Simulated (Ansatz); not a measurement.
# GaCo: the cost of one run

Computed with Ansatz 0.2.0 (DFT PBE, scalar-relativistic, plane waves, PAW, unless a step names another level, unless a step's input says otherwise).

## Step 1: The structure to begin with

The structure is cubic, space group Pm-3m (No. 221). The conventional cell has a = 2.882 Å, b = 2.882 Å, c = 2.882 Å, α = 90.00°, β = 90.00°, γ = 90.00°. Ga (site symmetry m-3m) has 8 Co at 2.50 Å as nearest neighbours. Around Co (site symmetry m-3m) lie 8 Ga at 2.50 Å.

Structure file:

```cif
data_structure
_symmetry_space_group_name_H-M 'P 1'
_symmetry_Int_Tables_number 1
_cell_length_a 2.8816
_cell_length_b 2.8816
_cell_length_c 2.8816
_cell_angle_alpha 90.000
_cell_angle_beta 90.000
_cell_angle_gamma 90.000
_cell_volume 23.93
loop_
_atom_site_label
_atom_site_type_symbol
_atom_site_fract_x
_atom_site_fract_y
_atom_site_fract_z
_atom_site_occupancy
Ga1 Ga 0.50000 0.50000 0.50000 1
Co1 Co 0.00000 0.00000 0.00000 1
```

It is the end of an earlier relaxation with the same method, from a generated guess; it needn't be the stable form of this composition. At a tolerance of 0.05 Å it has space group Pm-3m (No. 221); it has 11.96 Å³/atom, an uncorrected energy of -0.25 eV/atom over the elements.

## Step 2: Static run: bands, density of states and charges

The input, input.yaml:

```yaml
crystal:
  lattice:
    - [2.8815790854, 0.0, 0.0]
    - [0.0, 2.8815790854, 0.0]
    - [0.0, 0.0, 2.8815790854]
  atoms:
    - { symbol: Ga, position: [0.5, 0.5, 0.5] }
    - { symbol: Co, position: [0.0, 0.0, 0.0], spin: 0.12 }
basis:
  ecutwfc: 420
kpoints:
  mp_grid: { grid: [20, 20, 20] }
  band_path:
    path:
      - [[0.0, 0.0, 0.0], [0.0, 0.5, 0.0], [0.5, 0.5, 0.0], [0.0, 0.0, 0.0], [0.5, 0.5, 0.5], [0.0, 0.5, 0.0]]
      - [[0.5, 0.5, 0.5], [0.5, 0.5, 0.0]]
    npoints: 14
hamiltonian:
  xc: pbe
scf:
  occupations: { method: gaussian, width: 0.1 }
  n_extra_bands: 6
output:
  forces: true
  stress: true
  eigenvalues: true
  populations: true
  dos: { projected: true, de: 0.02, nscf_kmesh: { grid: [24, 24, 24] } }
  bader: true
  write_density: true
  write_potential: true
  elf: true
  volumetric_format: npy
magnetization:
  spin_polarized: true
checkpoint:
  read: start.run
  write: ck
  compress: false
  write_wavefunctions: false
  write_every: 100000
```

On the command line:

```console
$ ansatz run input.yaml --threads 1 --pin off --max-ram 2560MiB --backend cpu --events-out ev --progress --plain --runs-dir out
```

Q: Estimate wall time and peak memory on 1 thread of Arm Neoverse V2, shared host.

About 41 s, with a peak of 0.49 GiB.
